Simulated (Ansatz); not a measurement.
**triplet Si2H2OF2: levels of theory compared**

Wanted: a comparison of 6 runs (UHF/STO-3G, UHF/3-21G, UB3LYP/def2-SVP, UBHLYP/def2-SVP, UCAM-B3LYP/def2-SVP, UPBE/def2-SVP) of triplet Si2H2OF2. 

Program for the calculation: Ansatz 0.2.0.

49 further runs of the same task are left out: 49 set aside as unsound or not needed. Runs told in other sessions of the task aren't counted.

**1. The system as given**

The species is Si2H2OF2 (7 atoms), meant as a triplet with charge 0. SMILES of the parent species: `F[Si]1(F)O[SiH2]1`. Geometry: relaxed at PBE0-D4/def2-TZVP. That shape belongs to the parent species and isn't relaxed for this state.

Bond lengths: F1–Si2 1.578 Å, Si2–F3 1.578 Å, Si2–O4 1.648 Å, Si2–Si5 2.174 Å, O4–Si5 1.718 Å, Si5–H6 1.482 Å, Si5–H7 1.482 Å. Some angles: F1–Si2–F3 105.1°, F1–Si2–O4 114.7°, F1–Si2–Si5 127.3°, F3–Si2–O4 114.7°, F3–Si2–Si5 127.3°, O4–Si2–Si5 51.2°, Si2–O4–Si5 80.4°, Si2–Si5–O4 48.4°, Si2–Si5–H6 124.7°, Si2–Si5–H7 124.7°.

**2. The energy at UHF/STO-3G (run 1)**

Input file input.yaml:

```yaml
crystal:
  periodic: [false, false, false]
  atoms:
    - {symbol: F, position_ang: [0.424200, -1.612100, 1.693800]}
    - {symbol: Si, position_ang: [0.037900, -1.026000, 0.280100]}
    - {symbol: F, position_ang: [-0.194200, -2.288000, -0.639100]}
    - {symbol: O, position_ang: [1.103500, 0.077900, -0.322100]}
    - {symbol: Si, position_ang: [-0.304800, 1.058600, -0.232800]}
    - {symbol: H, position_ang: [-0.202300, 2.188800, 0.720000]}
    - {symbol: H, position_ang: [-0.802800, 1.532800, -1.545500]}
basis:
  gaussian:
    orbitals: STO-3G
magnetization:
  spin_polarized: true
  initial_magnetization: 2
accuracy: high
output: {orbitals: {seedname: orbitals}}
hamiltonian:
  xc: hf
```

The run is started by

```console
$ ansatz run input.yaml --threads 1 --pin off --max-ram 2610MiB --events-out events.jsonl --progress --plain --runs-dir runs
```

The program printed:

```text
Warning: RAYON_NUM_THREADS=1 ignored (pool sized by the plan → 1); use --threads N
Functional definition: HF
  name "HF"
  exchange = exact_x
  correlation = 0
732 factors; integrals over basis functions are off by at most 2.6e-8 eV
mean field evaluation 1: about -22911.2938 eV, gradient 2.2e1 eV
mean field evaluation 2: about -22911.4288 eV, gradient 2.2e1 eV
mean field evaluation 4: about -22916.0088 eV, gradient 2.5e0 eV
mean field evaluation 8: about -22916.1826 eV, gradient 1.2e-1 eV
mean field evaluation 16: about -22907.8904 eV, gradient 1.0e1 eV
mean field -22916.18338167 eV, -842.1542061295 hartree, gradient 2.3e-8 eV, S^2 2.034180; 0 other end points of the search recorded, 0 dependent functions left out
reference -22916.18338167 eV, -842.1542061295 hartree; 29, 27 occupied and 6, 8 virtual orbitals, 732 factors
Total energy: -22916.18338167 eV, -842.1542061295 hartree
```

Run time: 0.99 s. Hardware: 1 thread of Arm Neoverse V1, shared host; peak memory 0.099 GiB.

**3. The energy at UHF/3-21G (run 2)**

Input file run.yaml:

```yaml
crystal:
  periodic: [false, false, false]
  atoms:
    - {symbol: F, position_ang: [0.424200, -1.612100, 1.693800]}
    - {symbol: Si, position_ang: [0.037900, -1.026000, 0.280100]}
    - {symbol: F, position_ang: [-0.194200, -2.288000, -0.639100]}
    - {symbol: O, position_ang: [1.103500, 0.077900, -0.322100]}
    - {symbol: Si, position_ang: [-0.304800, 1.058600, -0.232800]}
    - {symbol: H, position_ang: [-0.202300, 2.188800, 0.720000]}
    - {symbol: H, position_ang: [-0.802800, 1.532800, -1.545500]}
basis:
  gaussian:
    orbitals: 3-21G.json
magnetization:
  spin_polarized: true
  initial_magnetization: 2
hamiltonian:
  xc: hf
accuracy: high
output: {orbitals: {seedname: orbitals}}
```

The basis set 3-21G is read from a file made from the Basis Set Exchange's data (not shown).

The run is started by

```console
$ ansatz run run.yaml --threads 1 --pin off --max-ram 2610MiB --events-out events.jsonl --progress --plain --runs-dir runs
```

The program printed:

```text
Warning: RAYON_NUM_THREADS=1 ignored (pool sized by the plan → 1); use --threads N
Functional definition: HF
  name "HF"
  exchange = exact_x
  correlation = 0
1271 factors; integrals over basis functions are off by at most 7.6e-9 eV
mean field evaluation 1: about -23076.0994 eV, gradient 2.9e1 eV
mean field evaluation 2: about -23076.1128 eV, gradient 2.9e1 eV
mean field evaluation 4: about -23080.1114 eV, gradient 3.1e0 eV
mean field evaluation 8: about -23080.3353 eV, gradient 3.6e-1 eV
mean field evaluation 16: about -23063.9971 eV, gradient 1.6e1 eV
mean field -23080.34126968 eV, -848.1868972434 hartree, gradient 5.9e-8 eV, S^2 2.020435; 1 other end points of the search recorded, 0 dependent functions left out
reference -23080.34126968 eV, -848.1868972434 hartree; 29, 27 occupied and 28, 30 virtual orbitals, 1271 factors
Total energy: -23080.34126968 eV, -848.1868972434 hartree
```

Wall time 2.4 s (1 thread of Arm Neoverse V1, shared host); peak memory 0.18 GiB.

Runs 3 to 4 aren't shown in full; the table further down has their settings and results.

**4. The energy at UCAM-B3LYP/def2-SVP (run 5)**

Input file molecule.yaml:

```yaml
basis:
  gaussian: {orbitals: def2-SVP}
crystal:
  periodic: [false, false, false]
  atoms:
    - {symbol: F, position_ang: [0.424200, -1.612100, 1.693800]}
    - {symbol: Si, position_ang: [0.037900, -1.026000, 0.280100]}
    - {symbol: F, position_ang: [-0.194200, -2.288000, -0.639100]}
    - {symbol: O, position_ang: [1.103500, 0.077900, -0.322100]}
    - {symbol: Si, position_ang: [-0.304800, 1.058600, -0.232800]}
    - {symbol: H, position_ang: [-0.202300, 2.188800, 0.720000]}
    - {symbol: H, position_ang: [-0.802800, 1.532800, -1.545500]}
hamiltonian: {xc: {name: CAM-B3LYP}}
output: {orbitals: {seedname: orbitals}}
magnetization: {spin_polarized: true, initial_magnetization: 2}
total_charge: 0
accuracy: high
```

The run is started by

```console
$ ansatz run molecule.yaml --threads 1 --pin off --max-ram 2610MiB --events-out events.jsonl --progress --plain --runs-dir runs
```

The program printed, shortened:

```text
Warning: RAYON_NUM_THREADS=1 ignored (pool sized by the plan → 1); use --threads N
Functional definition: CAM-B3LYP
  name "CAM-B3LYP"
[...]
1781 factors; integrals over basis functions are off by at most 3.9e-9 eV
391 factors; integrals over basis functions are off by at most 1.8e-9 eV
[...]
mean field -23255.41044944 eV, -854.6205709336 hartree, gradient 4.8e-8 eV, S^2 2.004979; 0 other end points of the search recorded, 0 dependent functions left out
reference -23255.41046846 eV, -854.6205716324 hartree; 29, 27 occupied and 59, 61 virtual orbitals, 1781 factors
Total energy: -23255.41046846 eV, -854.6205716324 hartree
```

It took 21 s on 1 thread of Arm Neoverse V1, shared host; peak memory 0.49 GiB.

**5. The energy at UPBE/def2-SVP (run 6)**

Changes to run.yaml since step 3:

```diff
@@ -12,3 +12,3 @@
   gaussian:
-    orbitals: 3-21G.json
+    orbitals: def2-SVP
 magnetization:
@@ -17,4 +17,5 @@
 hamiltonian:
-  xc: hf
+  xc: {name: PBE}
 accuracy: high
-output: {orbitals: {seedname: orbitals}}
+output:
+  orbitals: {seedname: orbitals}
```

The run is started by

```console
$ ansatz run run.yaml --threads 1 --pin off --max-ram 2610MiB --events-out events.jsonl --progress --plain --runs-dir runs
```

The program printed:

```text
Warning: RAYON_NUM_THREADS=1 ignored (pool sized by the plan → 1); use --threads N
Functional definition: PBE
  name "PBE"
  parameter kappa = 0.804
  parameter beta = 0.06672455060314922
  exchange = pbe_x(kappa = kappa, mu = beta*pi^2/3)
  correlation = pbe_c(beta = beta)
1781 factors; integrals over basis functions are off by at most 3.9e-9 eV
mean field evaluation 1: about -23234.9610 eV, gradient 4.5e1 eV
mean field evaluation 2: about -23186.4592 eV, gradient 1.1e2 eV
mean field evaluation 4: about -23241.6315 eV, gradient 9.6e0 eV
mean field evaluation 8: about -23241.9375 eV, gradient 2.7e-1 eV
mean field evaluation 16: about -23241.9378 eV, gradient 2.0e-5 eV
mean field -23241.93780424 eV, -854.1254603547 hartree, gradient 4.1e-8 eV, S^2 2.003930; 1 other end points of the search recorded, 0 dependent functions left out
reference -23241.93780808 eV, -854.1254604957 hartree; 29, 27 occupied and 59, 61 virtual orbitals, 1781 factors
Total energy: -23241.93780808 eV, -854.1254604957 hartree
```

It took 14 s on 1 thread of Arm Neoverse V1, shared host; peak memory 0.27 GiB.

**6. Overview of the runs**

```csv
run,level,energy (Eh),HOMO energy (eV),LUMO energy (eV),⟨S²⟩,wall time
1,UHF/STO-3G,-842.154206,-2.16,4.00,2.034,0.99 s
2,UHF/3-21G,-848.186897,-6.34,-1.65,2.020,2.4 s
3,UB3LYP/def2-SVP,-854.716278,-3.56,–,2.004,18 s
4,UBHLYP/def2-SVP,-854.565778,-4.57,-4.48,2.008,20 s
5,UCAM-B3LYP/def2-SVP,-854.620572,-4.86,-4.31,2.005,21 s
6,UPBE/def2-SVP,-854.125460,-2.90,–,2.004,14 s
```

**7. Summary of results**

| quantity | value |
| --- | --- |
| run 6: total energy | -854.12546 Eh |
| run 6: HOMO energy (highest over α and β) | -2.90 eV |
| run 6: ⟨S²⟩ | 2.004 |

Totals of different functionals can't be ranked against each other. In run 1 the basis is minimal, so the values are rough. All runs together took 76 s, the longest 21 s.
